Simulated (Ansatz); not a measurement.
# C2H7AsSi: up Jacob's ladder to CCSD(T)

An exercise on one series of results from a longer session: the logs are not shown, and one member is left open.

Method: functionals in def2-TZVPP, the program's frozen cores in correlated methods; program: Ansatz 0.2.0, Gaussian basis.

Levels to be run: PBE-D4, r2SCAN-D4, PBE0-D4, B3LYP-D4, ωB97X-V, ωB97M-V, B2PLYP; CCSD(T)/def2-TZVPP; MP2/def2-QZVPP; extrapolation to the limit.

### The geometry

The geometry comes from an earlier relaxation with PBE0-D4 in a triple-zeta def2 set; it is a stationary point, not always the lowest conformer.

SMILES `[SiH3]C1C[AsH]1`, 11 atoms, charge 0, spin multiplicity 1.

Atoms are counted from 1 here; the program's logs count them from 0.

Bond lengths: Si1–C2 1.856 Å, Si1–H5 1.485 Å, Si1–H6 1.491 Å, Si1–H7 1.489 Å, C2–C3 1.482 Å, C2–As4 2.006 Å, C2–H8 1.086 Å, C3–As4 1.983 Å, C3–H9 1.085 Å, C3–H10 1.083 Å, As4–H11 1.526 Å. Angles: C2–Si1–H5 110.5°, C2–Si1–H6 111.6°, C2–Si1–H7 108.2°, H5–Si1–H6 108.7°, H5–Si1–H7 109.6°, H6–Si1–H7 108.3°, Si1–C2–C3 121.1°, Si1–C2–As4 113.9°, Si1–C2–H8 116.3°, C3–C2–As4 67.4°, C3–C2–H8 115.9°, As4–C2–H8 112.1°, C2–C3–As4 69.0°, C2–C3–H9 118.3°, C2–C3–H10 118.5°, As4–C3–H9 113.3°, As4–C3–H10 115.9°, H9–C3–H10 114.1° and more.

The first run:

in.yaml

```yaml
crystal:
  periodic: [false, false, false]
  atoms:
    - {symbol: Si, position_ang: [-0.751719, 1.242417, -0.762851]}
    - {symbol: C, position_ang: [-0.345778, -0.300904, 0.184012]}
    - {symbol: C, position_ang: [0.900059, -0.406853, 0.979278]}
    - {symbol: As, position_ang: [1.037739, -1.455180, -0.698654]}
    - {symbol: H, position_ang: [-1.711724, 0.943301, -1.856298]}
    - {symbol: H, position_ang: [-1.344157, 2.287911, 0.119105]}
    - {symbol: H, position_ang: [0.510611, 1.780053, -1.340110]}
    - {symbol: H, position_ang: [-1.190293, -0.879671, 0.545309]}
    - {symbol: H, position_ang: [1.566416, 0.448940, 1.006825]}
    - {symbol: H, position_ang: [0.881025, -0.982370, 1.896469]}
    - {symbol: H, position_ang: [0.513320, -2.734844, -0.052486]}
basis:
  gaussian: {orbitals: def2-TZVPP}
hamiltonian: {xc: pbe, dispersion: d4}
output: {forces: true, orbitals: {seedname: orbitals}}
```

Started as:

```bash
> ansatz run in.yaml --threads 4 --pin off --events-out ev --progress --plain --max-ram 10444MiB
```

Steps of the session up to this table: PBE-D4 (GGA); r2SCAN-D4 (meta-GGA); PBE0-D4 (hybrid); B3LYP-D4 (hybrid); ωB97X-V (range-separated); ωB97M-V (range-separated); B2PLYP (double hybrid); CCSD(T) in def2-TZVPP; MP2 in def2-QZVPP.

One table of the session follows, with a row left open; its other results are not shown here.

It belongs to the step «Atomisation energies». 

| method | atomisation energy (eV) |
| --- | --- |
| PBE-D4 | 38.749 |
| r2SCAN-D4 | ? |
| PBE0-D4 | 38.293 |
| B3LYP-D4 | 38.350 |
| ωB97X-V | 38.571 |
| ωB97M-V | 38.329 |
| B2PLYP | 37.833 |
| HF/def2-TZVPP | 27.722 |
| MP2/def2-TZVPP | 37.522 |
| CCSD/def2-TZVPP | 36.802 |
| CCSD(T)/def2-TZVPP | 37.366 |
| MP2/CBS | 38.470 |
| CCSD(T)/CBS | 38.315 |

Q: Estimate the row for r2SCAN-D4 from the others.

**Answer.** atomisation energy (eV): 38.376. In the column «atomisation energy (eV)» it lies between B3LYP-D4 (38.350) and MP2/CBS (38.470).

Limits of these values: Free atoms (1 Si, 2 C, 1 As, 7 H) were run apart at each level; the atomisation energy is their sum less the molecule, without zero-point or spin-orbit terms.
